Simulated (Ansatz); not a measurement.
# ClFZn, SMILES [F][Zn][Cl]: an active-space calculation

With Ansatz's Python interface.

The script reads `clfzn.xyz`:
```text
3

F    -1.47290    0.73600   -0.73460
Zn   -0.19690    0.14680   -0.08890
Cl    1.65890   -0.94760    0.81020
```

Interactive session:
```pycon
>>> import ansatz
>>> molecule = ansatz.Crystal.molecule_from_extxyz('clfzn.xyz')
>>> model = (
...     molecule.calculation()
...     .basis(gaussian='def2-SVP')
...     .correlation(active_electrons=6, active_orbitals=7)
... )
>>> for method in [None]:
...     data = (model if method is None else model.correlation(method)).run(threads=1, pin='off').report
...     space = data['configurations']
...     state = space['states'][0]
...     print(method or 'casscf', f'total {data["free_energy_ev"] / 27.211386246:.6f} Ha, active-space state {state["energy"]["hartree"]:.6f} Ha, mean field {data["reference_energy_ev"] / 27.211386246:.6f} Ha')
...     print('  determinants', state['n_determinants'], ' natural occupations', [round(n, 3) for n in space['natural_occupations']])
...
casscf total -2336.414442 Ha, active-space state -2336.414442 Ha, mean field -2336.317167 Ha
  determinants 1225  natural occupations [1.983, 1.982, 1.98, 0.02, 0.017, 0.017, 0.001]
```

Caveats:
- Total energies depend on the basis set; only differences at equal settings carry meaning.
- The geometry is a force-field or estimated start, not a minimum of this method, and the basis set is short of its limit. The active space starts as a window about the frontier orbitals and is then optimised, not chosen by chemistry.
- It ran for 13 s on 1 thread of Arm Neoverse V1, on a shared host, peak memory 0.22 GiB.
